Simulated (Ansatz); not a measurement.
# Re: the cost of one run

Method: DFT PBEsol, scalar-relativistic, in Ansatz 0.2.0.

## Step 1: The structure to begin with

It takes space group Fm-3m (No. 225, cubic). The conventional cell has a = 3.950 Å, b = 3.950 Å, c = 3.950 Å, α = 90.00°, β = 90.00°, γ = 90.00°. Re (site symmetry m-3m) has 12 Re at 2.79 Å as nearest neighbours.

Structure file:

```cif
data_structure
_symmetry_space_group_name_H-M 'P 1'
_symmetry_Int_Tables_number 1
_cell_length_a 2.7931
_cell_length_b 2.7931
_cell_length_c 2.7931
_cell_angle_alpha 60.000
_cell_angle_beta 60.000
_cell_angle_gamma 60.000
_cell_volume 15.41
loop_
_atom_site_label
_atom_site_type_symbol
_atom_site_fract_x
_atom_site_fract_y
_atom_site_fract_z
_atom_site_occupancy
Re1 Re 0.00000 0.00000 0.00000 1
```

## Step 2: Volume × 0.94, LAPW

Contents of input.yaml:

```yaml
crystal:
  lattice:
    - [0.0, 1.9346825647, 1.9346825647]
    - [1.9346825647, 0.0, 1.9346825647]
    - [1.9346825647, 1.9346825647, 0.0]
  atoms:
    - { symbol: Re, position: [0.0, 0.0, 0.0] }
kpoints:
  mp_grid: { grid: [14, 14, 14] }
  band_path:
    path:
      - [0.0, 0.0, 0.0]
      - [0.5, 0.0, 0.5]
      - [0.625, 0.25, 0.625]
      - [0.375, 0.375, 0.75]
      - [0.0, 0.0, 0.0]
      - [0.5, 0.5, 0.5]
      - [0.5, 0.25, 0.75]
      - [0.5, 0.0, 0.5]
    npoints: 5
scf:
  occupations: { method: fermi_dirac, width: 0.05 }
hamiltonian:
  xc: pbesol
  pseudopotentials: { kind: all_electron, lapw: { basis_error: 0.00025 } }
output:
  forces: true
  stress: true
  eigenvalues: true
```

Command:

```console
$ ansatz run input.yaml --threads 1 --pin off --max-ram 3072MiB --backend cpu --events-out ev --progress --plain --runs-dir out
```

**Question.** How long does this run take on 1 thread of Arm Neoverse V2, shared host, and how much memory does it need?

About 19 s, with a peak of 0.36 GiB.
